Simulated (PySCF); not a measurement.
# C5H5ClN2: the cost of one run

Computed with PySCF 2.14.0 and routines of our own; the level stands in each step. Atoms count from 0.

## 1. The system as given

13 atoms, charge 0, multiplicity 1; geometry from: GFN2-xTB.

## 2. Vibronic structure: TDDFT PBE0/cc-pVDZ

Job settings and geometry (Å):

```
{"job": {"kind": "vib", "xc": "PBE0", "basis": "cc-pVDZ", "tda": false}, "charge": 0, "multiplicity": 1}
C      2.240160    -0.248182    -0.043831
C      0.759622    -0.089195    -0.027033
N      0.248804     1.014614    -0.561697
C     -1.059931     1.168719    -0.535532
C     -1.890831     0.207525     0.031017
Cl    -3.601821     0.396718     0.064089
C     -1.269297    -0.915413     0.567292
N      0.040756    -1.055650     0.533731
H      2.655498     0.188931     0.863372
H      2.498585    -1.302503    -0.064866
H      2.659968     0.273975    -0.898167
H     -1.452759     2.075611    -0.975985
H     -1.833142    -1.714663     1.029884
```

Method: TDDFT PBE0/cc-pVDZ vertical-gradient vibronic structure (displaced harmonic oscillators, Condon), gas phase.

On the command line:

```bash
OMP_NUM_THREADS=1 python excited_run.py task.json out
```

One launch serves the whole session: the jobs run in the order shown.

**Question.** How long does this first job take on 1 thread of Arm Neoverse N1, shared host, and how much memory does it need?

About 55 s, with a peak of 0.77 GiB.
